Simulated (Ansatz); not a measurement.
**BBrClF (bromochlorofluoroborane): MP2/aug-cc-pVDZ**

What is the electronic atomisation energy of BBrClF (bromochlorofluoroborane) at MP2/aug-cc-pVDZ? 

The results are computed with Ansatz 0.2.0.

32 further runs of the same task are left out: 32 set aside as unsound or not needed.

**1. The structure to begin with**

BBrClF has 4 atoms, charge 0, and is taken as a singlet. SMILES: `FB(Cl)Br`. Geometry: relaxed at PBE0-D4/def2-TZVP.

Bond lengths: F1–B2 1.309 Å, B2–Cl3 1.737 Å, B2–Br4 1.903 Å. Angles: F1–B2–Cl3 119.4°, F1–B2–Br4 119.0°, Cl3–B2–Br4 121.6°.

**2. A single-point energy at MP2/aug-cc-pVDZ**

Contents of molecule.yaml:

```yaml
crystal:
  periodic: [false, false, false]
  atoms:
    - {symbol: F, position_ang: [-0.037800, -1.335000, -0.542400]}
    - {symbol: B, position_ang: [0.000500, -0.136300, -0.018100]}
    - {symbol: Cl, position_ang: [-0.369900, 0.071000, 1.666000]}
    - {symbol: Br, position_ang: [0.462600, 1.340100, -1.125800]}
basis:
  gaussian: {orbitals: aug-cc-pVDZ}
correlation: {method: mp2, frozen_orbitals: {B: 1, Br: 9, Cl: 5, F: 1}}
accuracy: high
```

Launch:

```bash
$ ansatz run molecule.yaml --threads 1 --pin off --max-ram 2610MiB --events-out events.jsonl --progress --plain --runs-dir runs
```

What it wrote:

```text
Warning: RAYON_NUM_THREADS=1 ignored (pool sized by the plan → 1); use --threads N
Functional definition: HF
  name "HF"
  exchange = exact_x
  correlation = 0
2109 factors; integrals over basis functions are off by at most 4.3e-9 eV
mean field evaluation 1: about -85881.7201 eV, gradient 2.7e1 eV
mean field evaluation 2: about -85882.0085 eV, gradient 2.7e1 eV
mean field evaluation 4: about -85883.6688 eV, gradient 2.1e0 eV
mean field evaluation 8: about -85883.7019 eV, gradient 1.7e-1 eV
mean field evaluation 16: about -85883.7020 eV, gradient 1.4e-7 eV
mean field -85883.70200754 eV, -3156.1678347131 hartree, gradient 3.0e-8 eV, S^2 0.000000; 0 other end points of the search recorded, 0 dependent functions left out
16 core orbitals not correlated: weight in the atoms' cores, before any rotation towards them, 1.000 or more for the frozen orbitals, at most 0.000 for the correlated occupied ones
reference -85883.70200754 eV, -3156.1678347131 hartree; 17, 17 occupied and 76, 76 virtual orbitals, 2109 factors
second order -15.43997756 eV of doubles, -0.00000000 eV of singles
Total energy: -85899.14198510 eV, -3156.7352434229 hartree
```

Run time: 8.4 s. Hardware: 1 thread of Arm Neoverse V2, shared host; peak memory 0.36 GiB.

**3. The B atom at the same level**

Contents of molecule.yaml:

```yaml
crystal:
  periodic: [false, false, false]
  atoms:
    - {symbol: B, position_ang: [0.000000, 0.000000, 0.000000]}
basis:
  gaussian: {orbitals: aug-cc-pVDZ}
magnetization: {spin_polarized: true, initial_magnetization: 1}
correlation: {method: mp2, frozen_orbitals: {B: 1}}
accuracy: high
```

Run the same way, it converges to -24.56764 Eh (log not shown).

**4. The Br atom**

Contents of in.yaml:

```yaml
crystal:
  periodic: [false, false, false]
  atoms:
    - {symbol: Br, position_ang: [0.000000, 0.000000, 0.000000]}
basis:
  gaussian: {orbitals: aug-cc-pVDZ}
magnetization: {spin_polarized: true, initial_magnetization: 1}
correlation: {method: mp2, frozen_orbitals: {Br: 9}}
accuracy: high
```

Run the same way, it converges to -2572.48432 Eh (log not shown).

**5. The Cl atom, same level**

Contents of run.yaml:

```yaml
crystal:
  periodic: [false, false, false]
  atoms:
    - symbol: Cl
      position_ang: [0.000000, 0.000000, 0.000000]
basis:
  gaussian: {orbitals: aug-cc-pVDZ}
magnetization: {spin_polarized: true, initial_magnetization: 1}
correlation: {method: mp2, frozen_orbitals: {Cl: 5}}
accuracy: high
```

Run the same way, it converges to -459.59215 Eh (log not shown).

**6. The F atom**

Contents of job.yaml:

```yaml
crystal:
  periodic: [false, false, false]
  atoms:
    - symbol: F
      position_ang: [0.000000, 0.000000, 0.000000]
basis:
  gaussian: {orbitals: aug-cc-pVDZ}
total_charge: 0
magnetization: {spin_polarized: true, initial_magnetization: 1}
correlation: {method: mp2, frozen_orbitals: {F: 1}}
accuracy: high
```

Launch:

```bash
$ ansatz run job.yaml --threads 1 --pin off --max-ram 2610MiB --events-out events.jsonl --progress --plain --runs-dir runs
```

What it wrote:

```text
Warning: RAYON_NUM_THREADS=1 ignored (pool sized by the plan → 1); use --threads N
[... 4 set-up lines as earlier in the session ...]
199 factors; integrals over basis functions are off by at most 2.8e-9 eV
mean field evaluation 1: about -2704.1152 eV, gradient 7.3e0 eV
mean field evaluation 2: about -2704.1156 eV, gradient 7.3e0 eV
mean field evaluation 4: about -2704.2942 eV, gradient 7.5e-1 eV
mean field evaluation 8: about -2704.2973 eV, gradient 1.7e-5 eV
mean field evaluation 16: about -2704.2971 eV, gradient 1.3e-1 eV
mean field evaluation 32: about -2704.2971 eV, gradient 1.8e-1 eV
mean field -2704.29727433 eV, -99.3810917930 hartree, gradient 1.3e-8 eV, S^2 0.753642; 3 other end points of the search recorded, 0 dependent functions left out
1 core orbitals not correlated: weight in the atoms' cores, before any rotation towards them, 1.000 or more for the frozen orbitals, at most 0.000 for the correlated occupied ones
reference -2704.29727433 eV, -99.3810917930 hartree; 4, 3 occupied and 18, 19 virtual orbitals, 199 factors
second order -4.20707817 eV of doubles, -0.00000000 eV of singles
Total energy: -2708.50435250 eV, -99.5356990641 hartree
```

Run time: 0.09 s. Hardware: 1 thread of Arm Neoverse V2, shared host.

**7. Results**

At MP2/aug-cc-pVDZ, 16 core orbitals frozen:

| quantity | value |
| --- | --- |
| molecule: total energy | -3156.73524 Eh |
| molecule: correlation energy (16 core orbitals frozen) | -567.4 mEh |
| B atom: total energy | -24.56764 Eh |
| B atom: correlation energy (1 core orbital frozen) | -37.1 mEh |
| B atom: ⟨S²⟩ of the reference determinant | 0.761 |
| Br atom: total energy | -2572.48432 Eh |
| Br atom: correlation energy (9 core orbitals frozen) | -113.5 mEh |
| Br atom: ⟨S²⟩ of the reference determinant | 0.756 |
| Cl atom: total energy | -459.59215 Eh |
| Cl atom: correlation energy (5 core orbitals frozen) | -119.4 mEh |
| Cl atom: ⟨S²⟩ of the reference determinant | 0.757 |
| F atom: total energy | -99.53570 Eh |
| F atom: correlation energy (1 core orbital frozen) | -154.6 mEh |
| F atom: ⟨S²⟩ of the reference determinant | 0.754 |
| electronic atomisation energy | 15.114 eV |

Taking the molecule apart into free atoms costs 15.11 eV (1458 kJ/mol), before zero-point energy and without spin-orbit coupling.
